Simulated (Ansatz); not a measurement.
A run of Ansatz 0.2.0:

Contents of input.yaml:

```yaml
crystal:
  lattice:
    - [1.412615, -5.210747, 0.0]
    - [1.412615, 5.210747, 0.0]
    - [0.0, 0.0, 4.343424]
  atoms:
    - { symbol: Cu, position: [0.167253, 0.832747, 0.75] }
    - { symbol: Cu, position: [0.832747, 0.167253, 0.25] }
    - { symbol: O, position: [0.78897, 0.21103, 0.75] }
    - { symbol: O, position: [0.21103, 0.78897, 0.25] }
    - { symbol: O, position: [0.551486, 0.448514, 0.75] }
    - { symbol: O, position: [0.448514, 0.551486, 0.25] }
hamiltonian:
  xc: pbesol
  pseudopotentials: { kind: paw }
kpoints:
  mp_grid: { grid: [10, 10, 6] }
scf:
  occupations: { method: fermi_dirac, width: 0.05 }
output:
  forces: true
  stress: true
  eigenvalues: true
relax:
  f_tol: 0.01
  max_steps: 40
  cell: { stress_tol: 0.05, p_target: 20.0 }
```

Potentials or basis: Ansatz PAW.

Launch:

```sh
$ ansatz run input.yaml --threads 2 --pin off --max-ram 5632MiB --backend cpu --events-out ev --progress --plain --runs-dir out
```

Hardware: 2 threads of Arm Neoverse V2, with other jobs on the host.

Question: Estimate the wall time of this run.

Answer: It took 110 s on 2 threads of Arm Neoverse V2, on a shared host, peak memory 0.53 GiB. Counts: scf iterations 119, plane waves 935, k points 124, bands 38, ion steps 17.
